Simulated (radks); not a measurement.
# W⁺ in [Xe] 4f14 5d3 6s1 7s1: an all-electron calculation

The task here is to estimate one member of a computed series from the others.

Program: radks (a radial shooting solver on a logarithmic mesh, Libxc functionals) version 1. Level of theory: scalar-relativistic Kohn-Sham, PBEsol, spin-unpolarised, spherical densities, point nucleus. These are calculated values, not measurements, unless marked.

## The atom as given

```
element       : tungsten (Z = 74)
charge        : +1
electrons     : 73
configuration : [Xe] 4f14 5d3 6s1 7s1
```

Outer shells as boxes (Hund's rule):

W⁺
```
[Xe] core
4f [↑↓][↑↓][↑↓][↑↓][↑↓][↑↓][↑↓]
5d [↑ ][↑ ][↑ ][  ][  ]
6s [↑ ]
7s [↑ ]
```

The first run:

Input:

```text
Z 74
configuration [Xe] 4f14 5d3 6s1 7s1
relativity scalar-relativistic
functional pbe_sol,pbe_sol
spin unpolarised
nucleus point
c 137.035999084
```

On the command line:

```console
$ python run_ks.py task.json out
```

The same process makes all the runs of this session.

Among the steps run: Self-consistent calculation.

One of the session's tables, all rows but one given; the rest of the session is left out.

It belongs to the step «Orbitals and density». Sizes of the orbitals, from the radial functions (bohr):

```
level      <r>  outermost maximum (interpolated)  90 % within  nodes
   1s        ?                                 ?            ?      ?
   2s  0.07758                            0.0657        0.120      1
   2p  0.06945                            0.0539        0.113      0
   3s   0.2011                             0.185        0.295      2
   3p   0.2014                             0.183        0.301      1
   3d   0.1824                             0.149        0.283      0
   4s   0.4496                             0.421        0.646      3
   4p   0.4781                             0.441        0.695      2
   4d   0.5115                             0.452        0.767      1
   5s    1.064                             0.962         1.53      4
   5p    1.240                              1.09         1.81      3
   4f   0.6070                             0.428         1.01      0
   5d    1.828                              1.45         2.82      2
   6s    2.759                              2.45         3.98      5
   7s    6.449                              6.13         8.99      6
```

Q: Estimate the row for 1s from the others.

As computed: <r>: 0.01835; outermost maximum (interpolated): 0.0115; 90 % within: 0.0334; nodes: 0. In the column «<r>» it is the lowest.
